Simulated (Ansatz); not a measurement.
# The cluster Hf₃H₁₀O₁₁: a short trajectory

Aim: follow the cluster Hf₃H₁₀O₁₁ for 25 steps with a Nosé-Hoover thermostat (300 K) and see how far bonds stretch and how energy moves between motion and potential.

Method: revPBE/def2-SVP; program: Ansatz 0.2.0, Gaussian basis.

### Step 1. The geometry

The structure was relaxed beforehand with r2SCAN-D4/def2-SVP. Hf takes the def2 core potential; no spin-orbit term is included.

24 atoms, charge 0, spin multiplicity 1.

Atoms are counted from 1 here; the program's logs count them from 0.

Bond lengths: Hf1–O5 1.939 Å, Hf1–O7 2.164 Å, Hf1–O9 2.163 Å, Hf1–O10 1.993 Å, Hf1–O12 2.091 Å, Hf1–O14 2.352 Å, Hf2–O8 2.170 Å, Hf2–O9 2.173 Å, Hf2–O11 1.940 Å, Hf2–O12 2.122 Å, Hf2–O13 1.959 Å, Hf2–O14 2.300 Å, Hf3–O4 1.960 Å, Hf3–O6 1.940 Å, Hf3–O7 2.173 Å, Hf3–O8 2.170 Å, Hf3–O12 2.121 Å, Hf3–O14 2.300 Å and more. Angles: O5–Hf1–O7 103.8°, O5–Hf1–O9 103.5°, O5–Hf1–O10 103.6°, O5–Hf1–O12 110.8°, O5–Hf1–O14 175.3°, O7–Hf1–O9 144.1°, O7–Hf1–O10 97.9°, O7–Hf1–O12 74.3°, O7–Hf1–O14 75.5°, O9–Hf1–O10 98.0°, O9–Hf1–O12 74.4°, O9–Hf1–O14 75.4°, O10–Hf1–O12 145.6°, O10–Hf1–O14 81.1°, O12–Hf1–O14 64.5°, O8–Hf2–O9 143.7°, O8–Hf2–O11 99.4°, O8–Hf2–O12 76.8° and more.

Coordinates:

```xyz
24
H10Hf3O11
Hf    1.4007    1.0528   -0.5752
Hf   -0.5985    0.1428    1.7844
Hf   -0.3962   -1.6026   -0.9108
O    -1.7429   -1.5618   -2.3345
O     3.3228    1.3046   -0.5864
O     0.1826   -3.4541   -0.8706
O     1.0749   -0.4884   -2.0584
O    -1.5934   -1.5706    0.8992
O     0.8130    1.7465    1.3875
O     0.7202    2.6002   -1.6316
O    -0.1238   -0.6205    3.5040
O     0.8834   -0.6657    0.4982
O    -2.0848    1.3501    2.1975
O    -0.9026    0.5929   -0.4505
H    -2.4280   -1.1904   -2.8919
H     4.2759    1.3044   -0.5059
H     0.4848   -4.3610   -0.8941
H     0.9390   -0.3104   -2.9982
H    -1.8168   -2.3667    1.3979
H     0.5881    2.6642    1.5890
H     1.1740    3.3300   -2.0645
H     0.2142   -1.0090    4.3100
H    -2.8153    1.9557    2.0655
H    -1.5713    1.1569   -0.8603
```

### Step 2. Dynamics

in.yaml reads:

```yaml
crystal:
  periodic: [false, false, false]
  atoms:
    - {symbol: Hf, position_ang: [1.400663, 1.052810, -0.575235]}
    - {symbol: Hf, position_ang: [-0.598476, 0.142795, 1.784447]}
    - {symbol: Hf, position_ang: [-0.396196, -1.602648, -0.910816]}
    - {symbol: O, position_ang: [-1.742910, -1.561817, -2.334531]}
    - {symbol: O, position_ang: [3.322754, 1.304644, -0.586402]}
    - {symbol: O, position_ang: [0.182566, -3.454133, -0.870643]}
    - {symbol: O, position_ang: [1.074857, -0.488356, -2.058367]}
    - {symbol: O, position_ang: [-1.593411, -1.570621, 0.899171]}
    - {symbol: O, position_ang: [0.813018, 1.746472, 1.387450]}
    - {symbol: O, position_ang: [0.720232, 2.600209, -1.631640]}
    - {symbol: O, position_ang: [-0.123809, -0.620452, 3.503974]}
    - {symbol: O, position_ang: [0.883433, -0.665665, 0.498165]}
    - {symbol: O, position_ang: [-2.084768, 1.350124, 2.197498]}
    - {symbol: O, position_ang: [-0.902631, 0.592926, -0.450528]}
    - {symbol: H, position_ang: [-2.427953, -1.190350, -2.891863]}
    - {symbol: H, position_ang: [4.275909, 1.304371, -0.505904]}
    - {symbol: H, position_ang: [0.484769, -4.360983, -0.894116]}
    - {symbol: H, position_ang: [0.939048, -0.310447, -2.998190]}
    - {symbol: H, position_ang: [-1.816847, -2.366727, 1.397901]}
    - {symbol: H, position_ang: [0.588098, 2.664240, 1.589014]}
    - {symbol: H, position_ang: [1.174003, 3.330048, -2.064541]}
    - {symbol: H, position_ang: [0.214200, -1.009012, 4.309961]}
    - {symbol: H, position_ang: [-2.815292, 1.955724, 2.065511]}
    - {symbol: H, position_ang: [-1.571256, 1.156857, -0.860328]}
basis:
  gaussian: {orbitals: def2-SVP}
hamiltonian: {xc: {name: revPBE}}
md: {timestep: 1 fs, n_steps: 25, ensemble: nvt_nose_hoover, temperature: 300, initial_velocities: maxwell_boltzmann, seed: 538}
scf: {omitted_lower_state_checks: [starts]}
```

On the command line:

```console
$ ansatz run in.yaml --threads 2 --pin off --events-out ev --progress --plain --max-ram 22528MiB --backend cuda --devices 0, --max-vram 18GiB
```

What it wrote:

```text
Functional definition: revPBE
  name "revPBE"
  cite "Zhang & Yang, Phys. Rev. Lett. 80, 890 (1998) doi:10.1103/PhysRevLett.80.890"
  cite "Perdew, Burke & Ernzerhof, Phys. Rev. Lett. 77, 3865 (1996) doi:10.1103/PhysRevLett.77.3865"
  parameter kappa = 1.245
  parameter beta = 0.06672455060314922
  exchange = pbe_x(kappa = kappa, mu = beta*pi^2/3)
  correlation = pbe_c(beta = beta)
these checks for a lower state are left out or cut short: starts
3095 factors; their error is unknown
mean field evaluation 1: about -26546.5215 eV, gradient 1.8e2 eV
mean field evaluation 2: about -26117.3871 eV, gradient 4.6e2 eV
mean field evaluation 4: about -26598.5694 eV, gradient 5.2e1 eV
mean field evaluation 8: about -26603.4433 eV, gradient 7.0e-1 eV
mean field evaluation 16: about -26603.2499 eV, gradient 7.3e-3 eV
mean field -26603.24987348 eV, -977.6514005199 hartree, gradient 4.4e-5 eV, S^2 0.000000; 0 other end points of the search recorded, 0 dependent functions left out
the calculation of the forces begins
reference -26603.25002387 eV, -977.6514060467 hartree; 67, 67 occupied and 233, 233 virtual orbitals, 3095 factors
md step     0: t =     0.00 fs  T =   300.0 K  F+E_penalty+E_count = -26603.24987348 eV  E_kin = 0.853116 eV  conserved = -26602.39675748 eV  (35 SCF iters)
these checks for a lower state are left out or cut short: starts, cluster_reference, orbital_swaps, neighbouring_geometries, increment
3095 factors; their error is unknown
mean field -26603.23557097 eV, -977.6508749126 hartree, gradient 2.2e-5 eV, S^2 0.000000; 0 other end points of the search recorded, 0 dependent functions left out
the calculation of the forces begins
reference -26603.23572139 eV, -977.6508804402 hartree; 67, 67 occupied and 233, 233 virtual orbitals, 3095 factors
md step     1: t =     1.00 fs  T =   295.4 K  F+E_penalty+E_count = -26603.23557097 eV  E_kin = 0.839919 eV  conserved = -26602.39565272 eV  (33 SCF iters)
these checks for a lower state are left out or cut short: starts, cluster_reference, orbital_swaps, neighbouring_geometries, increment
3095 factors; their error is unknown
mean field evaluation 32: about -26603.3312 eV, gradient 1.0e1 eV
mean field -26603.17049888 eV, -977.6484835572 hartree, gradient 2.0e-5 eV, S^2 0.000000; 0 other end points of the search recorded, 0 dependent functions left out
the calculation of the forces begins
reference -26603.17064926 eV, -977.6484890835 hartree; 67, 67 occupied and 233, 233 virtual orbitals, 3095 factors
md step     2: t =     2.00 fs  T =   274.5 K  F+E_penalty+E_count = -26603.17049888 eV  E_kin = 0.780648 eV  conserved = -26602.38985488 eV  (33 SCF iters)
[... from here on, the SCF cycles and remarks between the steps are left out ...]
md step     3: t =     3.00 fs  T =   264.1 K  F+E_penalty+E_count = -26603.13958950 eV  E_kin = 0.751116 eV  conserved = -26602.38849398 eV  (33 SCF iters)
md step     4: t =     4.00 fs  T =   271.1 K  F+E_penalty+E_count = -26603.16406776 eV  E_kin = 0.770829 eV  conserved = -26602.39329205 eV  (32 SCF iters)
md step     5: t =     5.00 fs  T =   273.0 K  F+E_penalty+E_count = -26603.17345503 eV  E_kin = 0.776207 eV  conserved = -26602.39734990 eV  (33 SCF iters)
md step     6: t =     6.00 fs  T =   253.4 K  F+E_penalty+E_count = -26603.11264015 eV  E_kin = 0.720466 eV  conserved = -26602.39233863 eV  (33 SCF iters)
md step     7: t =     7.00 fs  T =   233.4 K  F+E_penalty+E_count = -26603.05068867 eV  E_kin = 0.663828 eV  conserved = -26602.38710382 eV  (33 SCF iters)
md step     8: t =     8.00 fs  T =   233.1 K  F+E_penalty+E_count = -26603.05528109 eV  E_kin = 0.662911 eV  conserved = -26602.39271741 eV  (33 SCF iters)
md step     9: t =     9.00 fs  T =   231.1 K  F+E_penalty+E_count = -26603.05323818 eV  E_kin = 0.657091 eV  conserved = -26602.39662699 eV  (33 SCF iters)
md step    10: t =    10.00 fs  T =   210.0 K  F+E_penalty+E_count = -26602.98879666 eV  E_kin = 0.597174 eV  conserved = -26602.39225871 eV  (33 SCF iters)
md step    11: t =    11.00 fs  T =   188.0 K  F+E_penalty+E_count = -26602.92182413 eV  E_kin = 0.534645 eV  conserved = -26602.38799066 eV  (33 SCF iters)
md step    12: t =    12.00 fs  T =   185.3 K  F+E_penalty+E_count = -26602.91555652 eV  E_kin = 0.526820 eV  conserved = -26602.38975140 eV  (33 SCF iters)
md step    13: t =    13.00 fs  T =   193.5 K  F+E_penalty+E_count = -26602.94416144 eV  E_kin = 0.550297 eV  conserved = -26602.39512728 eV  (33 SCF iters)
md step    14: t =    14.00 fs  T =   189.1 K  F+E_penalty+E_count = -26602.93140413 eV  E_kin = 0.537672 eV  conserved = -26602.39528387 eV  (33 SCF iters)
md step    15: t =    15.00 fs  T =   172.8 K  F+E_penalty+E_count = -26602.87820160 eV  E_kin = 0.491256 eV  conserved = -26602.38880936 eV  (33 SCF iters)
md step    16: t =    16.00 fs  T =   170.5 K  F+E_penalty+E_count = -26602.87149333 eV  E_kin = 0.484897 eV  conserved = -26602.38879886 eV  (33 SCF iters)
md step    17: t =    17.00 fs  T =   182.5 K  F+E_penalty+E_count = -26602.91153611 eV  E_kin = 0.519080 eV  conserved = -26602.39504931 eV  (33 SCF iters)
md step    18: t =    18.00 fs  T =   183.2 K  F+E_penalty+E_count = -26602.91318916 eV  E_kin = 0.521014 eV  conserved = -26602.39521601 eV  (33 SCF iters)
md step    19: t =    19.00 fs  T =   170.2 K  F+E_penalty+E_count = -26602.87075078 eV  E_kin = 0.483890 eV  conserved = -26602.39037322 eV  (32 SCF iters)
md step    20: t =    20.00 fs  T =   164.7 K  F+E_penalty+E_count = -26602.85291674 eV  E_kin = 0.468331 eV  conserved = -26602.38858773 eV  (33 SCF iters)
md step    21: t =    21.00 fs  T =   175.4 K  F+E_penalty+E_count = -26602.88647682 eV  E_kin = 0.498780 eV  conserved = -26602.39223986 eV  (35 SCF iters)
md step    22: t =    22.00 fs  T =   185.6 K  F+E_penalty+E_count = -26602.91866808 eV  E_kin = 0.527901 eV  conserved = -26602.39592863 eV  (33 SCF iters)
md step    23: t =    23.00 fs  T =   180.0 K  F+E_penalty+E_count = -26602.89903970 eV  E_kin = 0.511906 eV  conserved = -26602.39296319 eV  (33 SCF iters)
md step    24: t =    24.00 fs  T =   171.1 K  F+E_penalty+E_count = -26602.86890999 eV  E_kin = 0.486676 eV  conserved = -26602.38874563 eV  (33 SCF iters)
these checks for a lower state are left out or cut short: starts, cluster_reference, orbital_swaps, neighbouring_geometries, increment
3095 factors; their error is unknown
mean field -26602.88448890 eV, -977.6379728844 hartree, gradient 2.1e-5 eV, S^2 0.000000; 0 other end points of the search recorded, 0 dependent functions left out
the calculation of the forces begins
reference -26602.88463743 eV, -977.6379783426 hartree; 67, 67 occupied and 233, 233 virtual orbitals, 3095 factors
these checks for a lower state are left out or cut short: starts
3095 factors; their error is unknown
mean field -26602.88448890 eV, -977.6379728844 hartree, gradient 2.4e-5 eV, S^2 0.000000; 0 other end points of the search recorded, 0 dependent functions left out
the calculation of the forces begins
reference -26602.88463743 eV, -977.6379783426 hartree; 67, 67 occupied and 233, 233 virtual orbitals, 3095 factors
md step    25: t =    25.00 fs  T =   175.9 K  F+E_penalty+E_count = -26602.88448890 eV  E_kin = 0.500132 eV  conserved = -26602.39158663 eV  (35 SCF iters)
Total energy: -26602.88463743 eV, -977.6379783426 hartree
Atom 0 at     1.409472     1.108481    -0.565648 Å, force     0.583806    -0.527083    -1.285140 eV/Å
Atom 1 at    -0.610751     0.139974     1.789277 Å, force     0.212980    -0.462940     0.077885 eV/Å
Atom 2 at    -0.407735    -1.634869    -0.902170 Å, force     0.031980    -0.247714    -1.218774 eV/Å
Atom 3 at    -1.773453    -1.617954    -2.350337 Å, force     0.603280    -0.152725     0.607572 eV/Å
Atom 4 at     3.387080     1.094978    -0.738158 Å, force    -1.176623     0.223781     0.312184 eV/Å
Atom 5 at     0.120430    -3.575870    -0.916579 Å, force    -0.704395     0.833792    -0.171992 eV/Å
Atom 6 at     1.143371    -0.585172    -2.081255 Å, force    -0.220509     0.278739     1.402296 eV/Å
Atom 7 at    -1.559477    -1.661277     0.889385 Å, force    -0.105667     0.689391     0.233803 eV/Å
Atom 8 at     0.879885     1.765754     1.374429 Å, force     0.012382    -1.202638     0.346358 eV/Å
Atom 9 at     0.745844     2.755347    -1.561595 Å, force     0.009905    -0.962654     0.532550 eV/Å
Atom 10 at    -0.124604    -0.644378     3.521838 Å, force    -0.310503     0.477247    -0.798145 eV/Å
Atom 11 at     0.897308    -0.666098     0.481665 Å, force    -0.392998     0.242354     0.123706 eV/Å
Atom 12 at    -2.155831     1.349433     2.162420 Å, force     0.411467    -0.081432     0.018397 eV/Å
Atom 13 at    -0.899285     0.715162    -0.456266 Å, force     0.082339    -0.398739     0.169547 eV/Å
Atom 14 at    -2.352750    -1.220550    -3.003223 Å, force    -0.264342     0.184900    -0.202112 eV/Å
Atom 15 at     4.276469     1.393016    -0.923295 Å, force     0.482784     0.082426    -0.092172 eV/Å
Atom 16 at     1.038627    -3.701278    -0.674572 Å, force     0.911170    -0.439180     0.303074 eV/Å
Atom 17 at     0.862524    -0.317539    -2.954086 Å, force    -0.204049     0.190551    -1.100781 eV/Å
Atom 18 at    -1.780722    -2.488001     1.340936 Å, force    -0.066198    -0.175419     0.208384 eV/Å
Atom 19 at     0.742685     2.661078     1.658892 Å, force    -0.176133     1.222150     0.346606 eV/Å
Atom 20 at     1.117149     3.549705    -1.948596 Å, force     0.279669     0.433846    -0.278598 eV/Å
Atom 21 at     0.131436    -0.920307     4.398320 Å, force     0.144648    -0.184915     0.519337 eV/Å
Atom 22 at    -2.551030     2.059132     1.635947 Å, force    -0.196529     0.057956    -0.005576 eV/Å
Atom 23 at    -1.559392     1.321470    -0.838308 Å, force     0.051536    -0.081694    -0.048410 eV/Å
Dipole moment:     0.079926     0.866135     0.016560 e Å
Checks for a lower state left out: starts
```

Run time: 96 s. Hardware: 1 × H100 (card shared with other runs) with 2 threads of AMD EPYC 7R13, shared host; peak host memory 0.96 GiB.

### Step 3. Frames and traces

One row in 2; energies are counted from the first frame:

```tsv
time (fs)	T (K)	potential (meV)	conserved (meV)	Hf3–O14 (Å)
0.0	300	0.0	0.00	2.300
2.0	275	79.4	6.90	2.309
4.0	271	85.8	3.46	2.319
6.0	253	137.2	4.42	2.330
8.0	233	194.6	4.04	2.341
10.0	210	261.1	4.50	2.353
12.0	185	334.3	7.01	2.365
14.0	189	318.5	1.47	2.377
16.0	171	378.4	7.96	2.389
18.0	183	336.7	1.54	2.402
20.0	165	397.0	8.17	2.414
22.0	186	331.2	0.83	2.425
24.0	171	381.0	8.01	2.436
```

Positions (Å) and forces (eV/Å) at 25.0 fs:

```xyz
24

Hf    1.409    1.108   -0.566    0.584   -0.527   -1.285
Hf   -0.611    0.140    1.789    0.213   -0.463    0.078
Hf   -0.408   -1.635   -0.902    0.032   -0.248   -1.219
O    -1.773   -1.618   -2.350    0.603   -0.153    0.608
O     3.387    1.095   -0.738   -1.177    0.224    0.312
O     0.120   -3.576   -0.917   -0.704    0.834   -0.172
O     1.143   -0.585   -2.081   -0.221    0.279    1.402
O    -1.559   -1.661    0.889   -0.106    0.689    0.234
O     0.880    1.766    1.374    0.012   -1.203    0.346
O     0.746    2.755   -1.562    0.010   -0.963    0.533
O    -0.125   -0.644    3.522   -0.311    0.477   -0.798
O     0.897   -0.666    0.482   -0.393    0.242    0.124
O    -2.156    1.349    2.162    0.411   -0.081    0.018
O    -0.899    0.715   -0.456    0.082   -0.399    0.170
H    -2.353   -1.221   -3.003   -0.264    0.185   -0.202
H     4.276    1.393   -0.923    0.483    0.082   -0.092
H     1.039   -3.701   -0.675    0.911   -0.439    0.303
H     0.863   -0.318   -2.954   -0.204    0.191   -1.101
H    -1.781   -2.488    1.341   -0.066   -0.175    0.208
H     0.743    2.661    1.659   -0.176    1.222    0.347
H     1.117    3.550   -1.949    0.280    0.434   -0.279
H     0.131   -0.920    4.398    0.145   -0.185    0.519
H    -2.551    2.059    1.636   -0.197    0.058   -0.006
H    -1.559    1.321   -0.838    0.052   -0.082   -0.048
```

### Step 4. Summary of results

| quantity | value |
| --- | --- |
| length | 25 steps of 1.0 fs |
| temperature, first and last frame | 300, 176 K |
| temperature, second half | mean 178 K, from 165 to 194 K |
| swing of the potential | 397 meV |
| largest change of the conserved energy | 9.65 meV |
| range of Hf3–O14 | 2.300 to 2.442 Å |

From 300 K at the start the temperature swings between 165 and 300 K: with 24 atoms it has no steady value yet; starting near a minimum, about half of the kinetic energy flows into the potential. The conserved energy moves by 9.65 meV, 2.4 % of the potential's swing, so the step is short enough for this stretch. Hf3–O14 swings most, by 0.14 Å; no bond breaks. A run of 25 fs gives no averages.
